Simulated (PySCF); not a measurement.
# C₃H₇NO₂Si: NMR shifts, electronic excitations and K edges in gas and solvents, part 2 of 2

PySCF 2.14.0. Atoms count from 0. Earlier steps stand in the parts before.

## Step 7: Ultraviolet spectrum: CAM-B3LYP/def2-SVPD in tetrahydrofuran

What the job is given:

```
{"job": {"kind": "uv", "xc": "CAM-B3LYP", "basis": "def2-SVPD", "solvent": "tetrahydrofuran", "nstates": 6, "ntriplets": 0}, "charge": 0, "multiplicity": 1}
C      2.920335     0.515952     0.451961
O      1.543387     0.658538     0.242510
Si     0.390276    -0.480976     0.508486
O     -1.034539     0.295537     0.146729
C     -2.299351    -0.274915     0.145731
C     -3.303929     0.706676    -0.277369
N     -4.110369     1.466242    -0.607343
H      3.355105    -0.283892    -0.174795
H      3.414004     1.461346     0.183466
H      3.158816     0.295255     1.508274
H      0.380202    -0.929722     1.934801
H      0.554920    -1.664989    -0.390360
H     -2.372472    -1.138590    -0.543997
H     -2.597972    -0.638637     1.148341
```

Level: TDDFT CAM-B3LYP/def2-SVPD, vertical, IEF-PCM tetrahydrofuran (non-equilibrium linear response), core orbitals frozen in the response.

Standard output:

```text
coarse grid: 12456 points
cycle   1  E = -612.5418399866  dE =  8.610e-01  |g| = 9.328e-01  |ddm| = 5.007e+00
cycle   2  E = -612.3785614464  dE =  1.633e-01  |g| = 1.336e+00  |ddm| = 2.200e+00
cycle   3  E = -612.7131818980  dE = -3.346e-01  |g| = 9.847e-02  |ddm| = 1.211e+00
cycle   4  E = -612.7141131315  dE = -9.312e-04  |g| = 7.835e-02  |ddm| = 1.668e-01
cycle   5  E = -612.7153308021  dE = -1.218e-03  |g| = 1.018e-02  |ddm| = 8.694e-02
cycle   6  E = -612.7153541694  dE = -2.337e-05  |g| = 2.562e-03  |ddm| = 2.043e-02
cycle   7  E = -612.7153556481  dE = -1.479e-06  |g| = 8.368e-04  |ddm| = 5.275e-03
final grid: 116568 points
cycle   8  E = -612.8185764274  dE = -2.279e-05  |g| = 2.882e-03  |ddm| = 4.739e-02
cycle   9  E = -612.8185762954  dE =  1.320e-07  |g| = 3.179e-03  |ddm| = 7.645e-03
cycle  10  E = -612.8185781310  dE = -1.836e-06  |g| = 3.807e-04  |ddm| = 2.823e-03
cycle  11  E = -612.8185781579  dE = -2.691e-08  |g| = 1.411e-04  |ddm| = 5.191e-04
cycle  12  E = -612.8185781620  dE = -4.075e-09  |g| = 4.379e-05  |ddm| = 2.693e-04
cycle  13  E = -612.8185781624  dE = -3.706e-10  |g| = 2.051e-05  |ddm| = 5.669e-05
converged SCF energy = -612.8185781624

Static polarisability (au): isotropic 88.597, principal 76.925 82.852 106.014

Singlet excitations
state   eV       nm        f      main configurations
  1   7.1003    174.6   0.00028   H-1->L 0.43, H->L 0.30
  2   7.3198    169.4   0.00074   H->L 0.28, H->L+1 0.28, H-3->L 0.10
  3   7.6267    162.6   0.01290   H->L+1 0.41, H->L 0.14, H->L+4 0.12
  4   7.8737    157.5   0.00053   H-1->L 0.36, H-3->L 0.12
  5   7.9704    155.6   0.00897   H-5->L 0.25, H-3->L+3 0.23, H-1->L+3 0.22
  6   8.1564    152.0   0.00825   H-1->L+1 0.38, H-1->L+2 0.14, H->L+2 0.09
```

Wall time 67 s (1 thread of Arm Neoverse N1, shared host); peak memory 1 GiB.

Key values: HOMO -9.71 eV, LUMO 0.79 eV; lowest singlet 7.10 eV.

## Step 8: Core excitations: BHandHLYP/def2-SVPD+aug-pcX-1+pcseg-1

Settings changed since step 7:

```diff
@@ -1,2 +1,2 @@
-{"job": {"kind": "uv", "xc": "CAM-B3LYP", "basis": "def2-SVPD", "solvent": "tetrahydrofuran", "nstates": 6, "ntriplets": 0}, "charge": 0, "multiplicity": 1}
+{"job": {"kind": "xas", "xc": "BHandHLYP", "basis": {"default": "aug-pcX-1", "H": "pcseg-1", "Si": "def2-SVPD"}}, "charge": 0, "multiplicity": 1}
 C      2.920335     0.515952     0.451961
```

Method: core-valence-separated TDA BHandHLYP/aug-pcX-1 H:pcseg-1 Si:def2-SVPD, K edges, non-relativistic, gas phase.

Standard output:

```text
coarse grid: 12456 points
cycle   1  E = -612.7106650017  dE =  8.910e-01  |g| = 9.178e-01  |ddm| = 4.487e+00
cycle   2  E = -612.5753147204  dE =  1.354e-01  |g| = 1.271e+00  |ddm| = 2.088e+00
cycle   3  E = -612.8717452887  dE = -2.964e-01  |g| = 1.364e-01  |ddm| = 1.214e+00
cycle   4  E = -612.8737951364  dE = -2.050e-03  |g| = 9.828e-02  |ddm| = 1.724e-01
cycle   5  E = -612.8756615797  dE = -1.866e-03  |g| = 9.718e-03  |ddm| = 1.042e-01
cycle   6  E = -612.8756831868  dE = -2.161e-05  |g| = 2.657e-03  |ddm| = 1.469e-02
cycle   7  E = -612.8756846388  dE = -1.452e-06  |g| = 9.689e-04  |ddm| = 3.470e-03
final grid: 116568 points
cycle   8  E = -612.9454694249  dE = -7.538e-05  |g| = 2.923e-03  |ddm| = 3.048e-02
cycle   9  E = -612.9454695094  dE = -8.449e-08  |g| = 2.405e-03  |ddm| = 4.129e-03
cycle  10  E = -612.9454704635  dE = -9.540e-07  |g| = 7.430e-04  |ddm| = 2.248e-03
cycle  11  E = -612.9454705454  dE = -8.196e-08  |g| = 3.585e-04  |ddm| = 7.591e-04
cycle  12  E = -612.9454705701  dE = -2.470e-08  |g| = 6.858e-05  |ddm| = 2.992e-04
cycle  13  E = -612.9454705711  dE = -9.406e-10  |g| = 1.764e-05  |ddm| = 7.038e-05
converged SCF energy = -612.9454705711

C K edge
   eV          f      from atoms
  283.804   0.05836   C5
  284.059   0.06518   C5
  286.764   0.02806   C0
  286.827   0.00180   C5
  287.221   0.00926   C0
  287.351   0.03017   C4
  287.768   0.03844   C0
  287.806   0.03375   C0
  288.161   0.00229   C5
  288.233   0.00828   C0
  288.239   0.00818   C5
  288.343   0.00442   C4
  288.406   0.00021   C5
  288.415   0.02795   C4
  288.655   0.00221   C5
  288.883   0.00180   C5

N K edge
   eV          f      from atoms
  397.029   0.06373   N6
  397.538   0.06304   N6
  401.010   0.00090   N6
  402.026   0.00135   N6
  402.369   0.00066   N6
  402.471   0.00024   N6
  402.627   0.00036   N6
  402.844   0.00091   N6

O K edge
   eV          f      from atoms
  532.709   0.01399   O3
  532.752   0.01264   O1
  533.538   0.00176   O1
  533.700   0.01707   O3
  534.023   0.01431   O1
  534.230   0.01163   O3
  534.478   0.01272   O3
  534.517   0.01734   O1
  534.928   0.00808   O1
  535.005   0.00010   O3
  535.064   0.00037   O1
  535.426   0.00918   O3
```

It took 57 s on 1 thread of Arm Neoverse N1, shared host; peak memory 0.96 GiB.

## Step 9: Run by run: NMR shifts

Shifts (ppm) of some atoms, chosen among heavy atoms and hydrogens apart, means over like atoms, with basis size and wall time:

| run | C5 | C4 | H12 | H7 | O1 | Si2 | N6 | functions | time |
| --- | --- | --- | --- | --- | --- | --- | --- | --- | --- |
| PBE0/pcSseg-1 in acetone | 127.6 | 50.7 | 4.71 | 3.80 | 16.7 | -20.2 | 294.2 | 161 | 36 s |
| PBE0/pcSseg-1 in tetrahydrofuran | 126.7 | 50.4 | 4.64 | 3.79 | 16.2 | -20.5 | 296.6 | 161 | 32 s |

The continuum's effect on the ground state:

| solvent | ε | polarisation energy (Eh) | μ (D) |
| --- | --- | --- | --- |
| tetrahydrofuran | 7.43 | -0.0143 | 6.62 |
| acetone | 20.49 | -0.0172 | 6.82 |

## Step 10: Run by run: electronic excitations

Excitations and ground-state properties, with basis size and wall time:

| run | lowest singlet (eV) | brightest (eV) | f | gap (eV) | α (Å³) | μ (D) | functions | time |
| --- | --- | --- | --- | --- | --- | --- | --- | --- |
| CAM-B3LYP/def2-SVPD | 7.09 | 7.65 | 0.011 | 10.51 | 10.86 | 5.46 | 206 | 91 s |
| CAM-B3LYP/def2-SVPD in acetone | 7.10 | 7.62 | 0.012 | 10.49 | 13.56 | 6.93 | 206 | 66 s |
| CAM-B3LYP/def2-SVPD in tetrahydrofuran | 7.10 | 7.63 | 0.013 | 10.50 | 13.13 | 6.70 | 206 | 67 s |

The continuum's effect on the ground state:

| solvent | ε | polarisation energy (Eh) | μ (D) |
| --- | --- | --- | --- |
| tetrahydrofuran | 7.43 | -0.0143 | 6.70 |
| acetone | 20.49 | -0.0173 | 6.93 |

## Step 11: Outcome

What follows sums up all 2 parts.

| quantity | value |
| --- | --- |
| rotational constants (main isotopes) | 8.50, 0.81, 0.75 GHz |
| 13C shifts against TMS (PBE0/pcSseg-1, acetone) | 127.6, 52.0, 50.7 ppm |
| 1H shifts against TMS (PBE0/pcSseg-1, acetone, means over atoms taken as alike) | 4.84, 4.71, 3.80 ppm |
| 17O shifts against H2O (PBE0/pcSseg-1, acetone) | 23.3, 16.7 ppm |
| 29Si shifts against TMS (PBE0/pcSseg-1, acetone) | -20.2 ppm |
| 15N shifts against NH3 (PBE0/pcSseg-1, acetone) | 294.2 ppm |
| lowest singlet (CAM-B3LYP/def2-SVPD) | 7.09 eV (175 nm), f = 0.000 |
| brightest single state of those computed | state 3, 7.65 eV, f = 0.011 |
| surface potential, 1st and 99th percentile | -1.72 V and 1.81 V |
| C K edge | first line 283.80 eV, strongest 284.06 eV (f = 0.065) |
| N K edge | first line 397.03 eV, strongest 397.03 eV (f = 0.064) |
| O K edge | first line 532.71 eV, strongest 534.52 eV (f = 0.017) |
| range of the shift of N6 | 294.2 to 296.6 ppm |
| range of the lowest singlet | 7.09 to 7.10 eV |

The optimisation took 8 steps and gained 0.368 eV; among the close pairs (by a distance rule), Si2–O3 changed most, from 1.573 to 1.663 Å. At PBE0/pcSseg-1: The largest span, 477 ppm, is at N6, where the paramagnetic term is -366 ppm. The lowest singlet, at 7.09 eV, is HOMO→LUMO 0.51, HOMO−1→LUMO 0.22 and is dark; of the 6 states computed, the strongest absorption comes from state 3 at 7.65 eV. At the C edge the strongest single line lifts a 1s electron of C5 into several orbitals, led by LUMO+9 (weight 0.54), 0.3 eV above the first line. At the N edge the strongest single line lifts a 1s electron of N6 into several orbitals, led by LUMO+2 (weight 0.15), and it is the first line. At the O edge the strongest single line lifts a 1s electron of O1 into several orbitals, led by LUMO+1 (weight 0.24), 1.8 eV above the first line. Absolute edge energies from this method are off by several eV; spacings are better. In ppm, N6 moves most: its shift spreads over 2.4 ppm, from 294.2 (PBE0/pcSseg-1 in acetone) to 296.6 (PBE0/pcSseg-1 in tetrahydrofuran). The continuum holds electrostatics alone: no hydrogen bonds to the solvent, and the gas-phase geometry is kept.
